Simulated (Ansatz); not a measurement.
**C₃H₉AlS: basis-set convergence**

The task here is to estimate one member of a computed series from the others.

Program: Ansatz 0.2.0, Gaussian basis. Level of theory: one geometry, several basis sets. These are calculated values, not measurements.

Plan: PBE0-D4/def2-SVP; ωB97M-V/def2-SVP; PBE0-D4/def2-QZVPP; ωB97M-V/def2-QZVPP; the functionals' def2-TZVPP values are taken from earlier runs.

**Structure used throughout**

The geometry comes from an earlier relaxation with PBE0-D4 in a triple-zeta def2 set; it is a stationary point, not always the lowest conformer.

SMILES `[CH3][Al]([CH3])[CH2]S`, 14 atoms, charge 0, spin multiplicity 1.

Atoms are counted from 1 here; the program's logs count them from 0.

Bond lengths: C1–Al2 1.956 Å, C1–H6 1.096 Å, C1–H7 1.094 Å, C1–H8 1.094 Å, Al2–C3 1.959 Å, Al2–C4 1.962 Å, C3–H9 1.096 Å, C3–H10 1.094 Å, C3–H11 1.094 Å, C4–S5 1.858 Å, C4–H12 1.087 Å, C4–H13 1.091 Å, S5–H14 1.344 Å. Angles: Al2–C1–H6 110.8°, Al2–C1–H7 112.2°, Al2–C1–H8 111.9°, H6–C1–H7 107.1°, H6–C1–H8 106.8°, H7–C1–H8 107.7°, C1–Al2–C3 123.7°, C1–Al2–C4 117.8°, C3–Al2–C4 118.3°, Al2–C3–H9 110.4°, Al2–C3–H10 112.0°, Al2–C3–H11 112.9°, H9–C3–H10 106.6°, H9–C3–H11 106.9°, H10–C3–H11 107.8°, Al2–C4–S5 82.5°, Al2–C4–H12 127.3°, Al2–C4–H13 116.9° and more.

Set-up of the first run:

in.yaml

```yaml
crystal:
  periodic: [false, false, false]
  atoms:
    - {symbol: C, position_ang: [-1.505860, 1.343145, 0.620538]}
    - {symbol: Al, position_ang: [-0.011340, 0.161074, 0.180194]}
    - {symbol: C, position_ang: [0.601046, -1.295856, 1.338400]}
    - {symbol: C, position_ang: [1.009584, 0.543064, -1.451600]}
    - {symbol: S, position_ang: [-0.157490, -0.704982, -2.181536]}
    - {symbol: H, position_ang: [-1.213112, 2.073500, 1.382992]}
    - {symbol: H, position_ang: [-1.855988, 1.907206, -0.248418]}
    - {symbol: H, position_ang: [-2.358672, 0.789168, 1.023339]}
    - {symbol: H, position_ang: [1.022462, -0.894210, 2.266735]}
    - {symbol: H, position_ang: [-0.218529, -1.959844, 1.628983]}
    - {symbol: H, position_ang: [1.379185, -1.909366, 0.874799]}
    - {symbol: H, position_ang: [2.035100, 0.254444, -1.669472]}
    - {symbol: H, position_ang: [0.775746, 1.471082, -1.974698]}
    - {symbol: H, position_ang: [0.485066, -1.807624, -1.761455]}
basis:
  gaussian: {orbitals: def2-SVP}
hamiltonian: {xc: pbe0, dispersion: d4}
output: {orbitals: {seedname: orbitals}}
```

Steps of the session up to this table: PBE0-D4 in def2-SVP; ωB97M-V in def2-SVP; PBE0-D4 in def2-QZVPP; ωB97M-V in def2-QZVPP.

One table of the session follows, with a row left open; its other results are not shown here.

It belongs to the step «Density functionals: the series». 

| functional | basis | HOMO (eV) | LUMO (eV) |
| --- | --- | --- | --- |
| PBE0-D4 | def2-SVP | -6.80 | 0.31 |
| PBE0-D4 | def2-TZVPP | -6.82 | -0.07 |
| PBE0-D4 | def2-QZVPP | -6.84 | -0.24 |
| ωB97M-V | def2-SVP | -8.96 | 2.01 |
| ωB97M-V | def2-TZVPP | ? | ? |
| ωB97M-V | def2-QZVPP | -9.01 | 1.02 |

Q: Estimate the row for ωB97M-V, def2-TZVPP from the others.

**Answer.** HOMO (eV): -9.00; LUMO (eV): 1.47. In the column «HOMO (eV)» it lies between ωB97M-V, def2-QZVPP (-9.01) and ωB97M-V, def2-SVP (-8.96).
